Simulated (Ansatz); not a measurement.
I need a rigid torsion scan of CH5AlFNS, SMILES FC[NH][AlH][SH]. Use Ansatz 0.2.0, Python API. Settings (for the species named): PBE, def2-SVP basis, multiplicity 1.

| atom | x (Å) | y (Å) | z (Å) |
| --- | --- | --- | --- |
| F | 0.4578 | -2.7118 | 0.3551 |
| C | 0.4602 | -1.2894 | 0.2868 |
| N | -0.9263 | -0.7489 | 0.2299 |
| Al | -0.7822 | 1.1815 | 0.1648 |
| S | 0.2420 | 2.2056 | -1.5372 |
| H | 1.0356 | -0.9737 | -0.6208 |
| H | 1.0186 | -0.9194 | 1.1991 |
| H | -1.2997 | -1.0600 | -0.6511 |
| H | -1.5718 | 2.0464 | 1.3483 |
| H | 1.4490 | 2.2185 | -0.7721 |

Script `ch5alfns_torsion.py`:
```python
"""Energy of CH5AlFNS as one group turns about a bond."""

import ansatz
from ase import Atoms

atoms = Atoms(["F", "C", "N", "Al", "S", "H", "H", "H", "H", "H"], positions=[
    (0.4578, -2.7118, 0.3551),
    (0.4602, -1.2894, 0.2868),
    (-0.9263, -0.7489, 0.2299),
    (-0.7822, 1.1815, 0.1648),
    (0.242, 2.2056, -1.5372),
    (1.0356, -0.9737, -0.6208),
    (1.0186, -0.9194, 1.1991),
    (-1.2997, -1.06, -0.6511),
    (-1.5718, 2.0464, 1.3483),
    (1.449, 2.2185, -0.7721),
])

# start the scan from a relaxed geometry
first = (
    ansatz.Crystal.molecule_from_ase(atoms).calculation()
    .basis(gaussian="def2-SVP")
    .functional("PBE")
    .relax(force_tolerance=0.02, max_steps=80)
)
atoms.positions = first.run(threads=1).report["positions_ang"]

start = atoms.get_dihedral(3, 2, 1, 0)
energies = {}
for turn in range(0, 360, 30):
    turned = atoms.copy()
    turned.set_dihedral(3, 2, 1, 0, start + turn, indices=[0, 1, 5, 6])
    setup = (
        ansatz.Crystal.molecule_from_ase(turned).calculation()
        .basis(gaussian="def2-SVP")
        .functional("PBE")
    )
    energies[round((start + turn) % 360)] = setup.run(threads=1).report["free_energy_ev"]
floor = min(energies.values())
print("dihedral Al3-N2-C1-F0 (deg)   E - E(min) (eV)")
for angle, e in sorted(energies.items()):
    print(f"{angle:8d} {(e - floor):14.3f}  " + "#" * int(30 * (e - floor) / max(max(energies.values()) - floor, 1e-9)))
```

```console
$ python ch5alfns_torsion.py
dihedral Al3-N2-C1-F0 (deg)   E - E(min) (eV)
      28          0.191  ###############
      58          0.070  #####
      88          0.000
     118          0.095  #######
     148          0.305  #########################
     178          0.364  ##############################
     208          0.197  ################
     238          0.061  #####
     268          0.091  #######
     298          0.196  ################
     328          0.267  #####################
     358          0.268  ######################
```

The lowest point is at 88° and the highest at 178°, 0.364 eV (35.1 kJ/mol) above it, with the rest of the molecule held.

The scan is rigid and the energies are electronic, in a modest basis. With rigid groups the curve can differ much from the relaxed path, the start wasn't checked as a minimum of this torsion, and equivalent turns needn't return to the same energy. The whole script took 2.4 min on 1 thread of Arm Neoverse V1 (shared host), peak memory 0.25 GiB.
